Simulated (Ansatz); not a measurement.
# Cr: the cost of one run

Program: Ansatz 0.2.0. Level of theory: DFT PBE, with the methods named in each step. These are calculated values, not measurements.

### Step 1. Starting point

Symmetry: Im-3m, No. 229, cubic system. The conventional cell has a = 2.969 Å, b = 2.969 Å, c = 2.969 Å, α = 90.00°, β = 90.00°, γ = 90.00°. Cr (site symmetry m-3m) has 8 Cr at 2.57 Å as nearest neighbours.

Coordinates:

```xyz
2
Lattice="2.9689 0.0000 0.0000 0.0000 2.9689 0.0000 0.0000 0.0000 2.9689" Properties=species:S:1:pos:R:3 pbc="T T T"
Cr    0.0000    0.0000    0.0000
Cr    1.4844    1.4844    1.4844
```

Elk's input and logs are in atomic units (hartree, bohr).

Atoms are numbered in the order of the input: Cr1, Cr2.

### Step 2. Collinear moments without spin-orbit coupling, PAW

Contents of input.yaml:

```yaml
crystal:
  lattice:
    - [2.9688993551, 0.0, 0.0]
    - [0.0, 2.9688993551, 0.0]
    - [0.0, 0.0, 2.9688993551]
  atoms:
    - { symbol: Cr, position: [0.0, 0.0, 0.0], spin: -3.0 }
    - { symbol: Cr, position: [0.5, 0.5, 0.5], spin: 3.0 }
magnetization:
  spin_polarized: true
kpoints:
  mp_grid: { grid: [10, 10, 10] }
scf:
  occupations: { method: fermi_dirac, width: 0.05 }
  lower_state_search: "off"
hamiltonian:
  xc: pbe
  pseudopotentials: { kind: paw }
output:
  forces: true
  stress: true
  eigenvalues: true
  write_density: true
  write_potential: true
  elf: true
  volumetric_format: npy
```

The run is started by

```bash
> ansatz run input.yaml --threads 2 --pin off --max-ram 4096MiB --backend cpu --events-out ev --progress --plain --runs-dir out
```

**Question.** How long does this run take on 2 threads of Arm Neoverse V1, shared host, and how much memory does it need?

About 1.6 s, with a peak of 0.31 GiB.
